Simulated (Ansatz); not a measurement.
# Ge2H: the cost of one run

Method: def2-QZVPP, all electrons in the functionals, frozen cores in the correlation of double hybrids and RPA; program: Ansatz 0.2.0, Gaussian basis.

To be run: PBE, BLYP, r2SCAN, B97M-V, PBE0, B3LYP, wB97M-V, B2PLYP, at charge 0, quartet; charge 0, doublet; charge 0, sextet; charge 1, triplet; charge 1, quintet (not every functional at every point).

10 further runs of the same task are left out: 1 that didn't finish, 9 set aside as unsound or not needed.

### Step 1. What is computed

The geometry is a PBE0/def2-TZVP stationary point (not a proven minimum). No spin-orbit coupling is included. The filled d shell of Ge may be among the frozen orbitals whatever the setting's name suggests; the logs give the count.

3 atoms, charge 0, spin multiplicity 4.

Atoms are counted from 1 here; the program's logs count them from 0.

Bond lengths: Ge1–Ge2 2.463 Å, Ge1–H3 1.593 Å. Angles: Ge2–Ge1–H3 107.0°.

Coordinates:

```xyz
3

Ge    0.0000   -0.0423    1.2192
Ge    0.0000    0.0219   -1.2431
H     0.0000    1.4680    1.7249
```

No dispersion term is added; B97M-V, wB97M-V hold VV10 nonlocal correlation. B3LYP takes the VWN-RPA correlation.

The geometry shown and the zero of energy belong to the point charge 0, quartet. The yardstick, RCCSD(T), and other wave-function levels (R restricted, U unrestricted, valence and pair active spaces) come from earlier runs.

### Step 2. PBE, charge 0, quartet

File in.yaml:

```yaml
crystal:
  periodic: [false, false, false]
  atoms:
    - {symbol: Ge, position_ang: [0.000000, -0.042268, 1.219169]}
    - {symbol: Ge, position_ang: [0.000000, 0.021899, -1.243104]}
    - {symbol: H, position_ang: [0.000000, 1.467966, 1.724950]}
basis:
  gaussian: {orbitals: "def2-QZVPP.json"}
magnetization: {spin_polarized: true, initial_magnetization: 3}
hamiltonian: {xc: {name: PBE}}
output: {orbitals: {seedname: orbitals}}
```

Command:

```sh
$ ansatz run in.yaml --threads 1 --pin off --events-out ev --progress --plain --max-ram 2393MiB
```

What time and memory should one allow on 1 thread of Intel Xeon 6975P-C, shared host?

About 8 s, with a peak of 0.47 GiB.
